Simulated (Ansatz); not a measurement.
Consider an atomisation energy of CH₈GeOSi, SMILES O[CH2][GeH2][SiH3] (Ansatz 0.2.0, Python API).

`run_tae.py`
```python
'''Energy to split CH8GeOSi into its atoms.'''

from collections import Counter

import ansatz as az

BASIS = 'def2-SVPD'
XC = 'pbe'
VDW = 'd4'


def energy_of(molecule, charge=0, unpaired=0):
    calc = molecule.calculation().basis(gaussian=BASIS).functional(XC, dispersion=VDW)
    if charge:
        calc = calc.charge(charge)
    if unpaired:
        calc = calc.spin('collinear', total=unpaired)
    return calc.run().report['free_energy_ev']

GEOMETRY = '''
O    -2.52410    0.35760    0.00250
C    -1.22390    0.72500    0.13280
Ge   -0.17410   -0.84680   -0.24100
Si    2.16870   -0.29710    0.00640
H    -3.07390    1.22840    0.16660
H    -1.01660    1.08750    1.16960
H    -0.91310    1.52870   -0.58300
H    -0.36700   -1.31810   -1.68130
H    -0.50820   -1.95240    0.81890
H     2.91940   -1.49460   -0.23800
H     2.32960    0.15910    1.40380
H     2.46010    0.76760   -0.92330
'''


def main() -> None:
    ch8geosi = az.Crystal.molecule()
    for line in GEOMETRY.strip().splitlines():
        symbol, *xyz = line.split()
        ch8geosi = ch8geosi.atom(symbol, [float(v) for v in xyz])

    # unpaired electrons of the ground-state atoms
    unpaired = {'O': 2, 'C': 2, 'Ge': 2, 'Si': 2, 'H': 1}
    counts = Counter(site.symbol for site in ch8geosi.cartesian_sites)
    atom_energy = {s: energy_of(az.Crystal.molecule().atom(s, (0, 0, 0)), 0, unpaired[s]) for s in counts}
    whole = energy_of(ch8geosi, 0, 0)
    for s, e in atom_energy.items():
        print(f'{s:2s} x{counts[s]}  {e:14.5f} eV')
    print(f'CH8GeOSi: {whole:.5f} eV')
    split = sum(counts[s] * e for s, e in atom_energy.items()) - whole
    print(f'atomisation energy (no zero-point term): {96.485332 * split:.1f} kJ/mol, {split / sum(counts.values()):.3f} eV an atom')


if __name__ == '__main__':
    main()
```

What does it cost to take this molecule apart into atoms?

3769.8 kJ/mol from the electronic energies, without the zero-point term.

What the script printed:

```console
$ python run_tae.py
O  x1     -2038.79174 eV
C  x1     -1027.28940 eV
Ge x1    -56500.13285 eV
Si x1     -7867.49492 eV
H  x8       -13.56840 eV
CH8GeOSi: -67581.32714 eV
atomisation energy (no zero-point term): 3769.8 kJ/mol, 3.256 eV an atom
```

What to keep in mind:
- Total energies depend on the basis set; only differences at equal settings carry meaning.
- The geometry is a force-field or estimated start, not a minimum of this method, and the basis set is short of its limit. All parts are taken at fixed geometry, without zero-point energy.
- This functional overbinds, so such energies come out a few per cent too high (LDA far more).
- The whole script took 9.2 s on 1 thread of Arm Neoverse V1 (shared host), peak memory 0.28 GiB.
